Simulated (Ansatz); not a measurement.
The system is NaCu.

```
CELL_PARAMETERS angstrom
2.94224 0.00000 0.00000
0.00000 2.94224 0.00000
0.00000 0.00000 4.04091
ATOMIC_POSITIONS crystal
Na 0.00000 0.00000 0.00000
Cu 0.50000 0.50000 0.50000
```

The cell was built by a generator and needn't be a form met in nature.

Program: Ansatz 0.2.0. Alike in all runs: task band structure; potentials or basis Ansatz PAW; no spin polarisation; cell as given; k mesh 9 × 9 × 7; smearing fermi-dirac 0.05 eV.

**Question.** Order these runs on this cell by their pressure, lowest first.
A. level LDA; cutoff (eV) 420
B. level revPBE; cutoff (eV) 420
C. level r2SCAN; cutoff (eV) 500
D. level PBE; cutoff (eV) 420

**Answer.** A (-1.9 GPa), C (1.3 GPa), D (3.0 GPa), B (4.9 GPa).

Caveats: the PAW data sets come from PBE, with cores solved anew for the run's functional, which leaves a small shift of forces and pressure (some runs).
